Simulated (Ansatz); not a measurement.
# GeS3: the cost of one run

Method: DFT PBE, scalar-relativistic, plane waves, PAW, in Ansatz 0.2.0.

### 1 Starting point

It takes space group Im-3m (No. 229, cubic). The conventional cell has a = 5.682 Å, b = 5.682 Å, c = 5.682 Å, α = 90.00°, β = 90.00°, γ = 90.00°. Ge (site symmetry m-3m) is surrounded by 6 S at 2.84 Å. S (site symmetry 4/mmm) has 2 Ge at 2.84 Å and 4 S at 2.84 Å as nearest neighbours.

Structure file:

```
Ge S
1.0
    -2.84083    2.84083    2.84083
     2.84083   -2.84083    2.84083
     2.84083    2.84083   -2.84083
Ge S
1 3
Direct
  0.00000 0.00000 0.00000
  0.00000 0.50000 0.50000
  0.50000 0.00000 0.50000
  0.50000 0.50000 0.00000
```

The cell is invented: species swapped into a database cell of Sb3Au (Im-3m, No. 229), with S on the Sb sites and Ge on the Au sites. The dimensions are guesses.

### 2 The guess as it stands, on a coarse mesh

input.yaml

```yaml
crystal:
  lattice:
    - [-2.84082576, 2.84082576, 2.84082576]
    - [2.84082576, -2.84082576, 2.84082576]
    - [2.84082576, 2.84082576, -2.84082576]
  atoms:
    - { symbol: Ge, position: [0.0, 0.0, 0.0] }
    - { symbol: S, position: [0.0, 0.5, 0.5] }
    - { symbol: S, position: [0.5, 0.0, 0.5] }
    - { symbol: S, position: [0.5, 0.5, 0.0] }
basis:
  ecutwfc: 420
kpoints:
  mp_grid: { grid: [4, 4, 4] }
hamiltonian:
  xc: pbe
scf:
  occupations: { method: gaussian, width: 0.1 }
  lower_state_search: "off"
output:
  forces: true
  stress: true
  eigenvalues: true
```

Run with:

```sh
$ ansatz run input.yaml --threads 1 --pin off --max-ram 2048MiB --backend cpu --events-out ev --progress --plain --runs-dir out
```

**Question.** How long does this run take on 1 thread of Arm Neoverse V2, shared host, and how much memory does it need?

About 1.2 s, with a peak of 0.31 GiB.
